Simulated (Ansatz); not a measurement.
This script for Ansatz 0.2.0, Python API starts 4 runs on AsH7OSi2, SMILES O[SiH2][AsH][SiH3]. What input does the engine get in each?

`run_disp.py`:
```python
"""Size of D3 and D4 in AsH7OSi2."""

import ansatz as az

GEOMETRY = """
O     2.06090    1.21860    0.07780
Si    1.52920   -0.41320    0.08240
As   -0.19220   -0.67640   -1.45340
Si   -1.71750    0.40240   -0.07560
H     1.30980    1.72790    0.47400
H     1.05690   -0.77630    1.42720
H     2.64820   -1.29100   -0.29000
H    -0.57420   -2.08250   -0.88620
H    -1.41350    1.84060   -0.04230
H    -1.63090   -0.14920    1.28470
H    -3.07650    0.19920   -0.59860
"""


def main() -> None:
    mol = az.Crystal.molecule()
    for line in GEOMETRY.strip().splitlines():
        symbol, *xyz = line.split()
        mol = mol.atom(symbol, [float(v) for v in xyz])

    calc = mol.calculation().basis(gaussian="def2-SVP").scf(lower_state_search="off")
    for name in ["b3lyp", "pbe0"]:
        for correction in ("d3bj", "d4"):
            summary = calc.functional(name, dispersion=correction).run(threads=1, pin="off").report
            print(f"{name:8s} {correction:5s} total {summary['free_energy_ev']:.5f} eV, of which dispersion {1000 * summary['dispersion']['energy']['ev']:.2f} meV")


if __name__ == "__main__":
    main()
```

Run 1:
```yaml
crystal:
  periodic: [false, false, false]
  atoms:
    - { symbol: O, position_ang: [2.0609, 1.2186, 0.0778] }
    - { symbol: Si, position_ang: [1.5292, -0.4132, 0.0824] }
    - { symbol: As, position_ang: [-0.1922, -0.6764, -1.4534] }
    - { symbol: Si, position_ang: [-1.7175, 0.4024, -0.0756] }
    - { symbol: H, position_ang: [1.3098, 1.7279, 0.474] }
    - { symbol: H, position_ang: [1.0569, -0.7763, 1.4272] }
    - { symbol: H, position_ang: [2.6482, -1.291, -0.29] }
    - { symbol: H, position_ang: [-0.5742, -2.0825, -0.8862] }
    - { symbol: H, position_ang: [-1.4135, 1.8406, -0.0423] }
    - { symbol: H, position_ang: [-1.6309, -0.1492, 1.2847] }
    - { symbol: H, position_ang: [-3.0765, 0.1992, -0.5986] }
basis:
  gaussian:
    orbitals: def2-SVP
hamiltonian:
  xc: b3lyp
  dispersion: d3bj
scf:
  lower_state_search: "off"
```

Run 2, against run 1:
```diff
-  dispersion: d3bj
+  dispersion: d4
```

Run 3, against run 1:
```diff
-  xc: b3lyp
+  xc: pbe0
```

Run 4, against run 1:
```diff
-  xc: b3lyp
-  dispersion: d3bj
+  xc: pbe0
+  dispersion: d4
```

Running `python run_disp.py` prints:
```text
b3lyp    d3bj  total -78747.49949 eV, of which dispersion -561.55 meV
b3lyp    d4    total -78747.41843 eV, of which dispersion -480.48 meV
pbe0     d3bj  total -78728.61571 eV, of which dispersion -274.17 meV
pbe0     d4    total -78728.59387 eV, of which dispersion -252.33 meV
```

Notes:
- These settings explore the input space; basis and method may be short of convergence.
- The geometry is a force-field or estimated start, not a minimum of this method, and the basis set is short of its limit. D4 holds the three-body term, and d3bj doesn't.
- b3lyp holds the VWN-RPA fit, as in Gaussian; the form of ORCA and Turbomole is b3lyp5.
- It ran for 14 s on 1 thread of Arm Neoverse V1, with other jobs on the host, peak memory 0.28 GiB.

(Lines on the test bed's own set-up are left out of the output.)
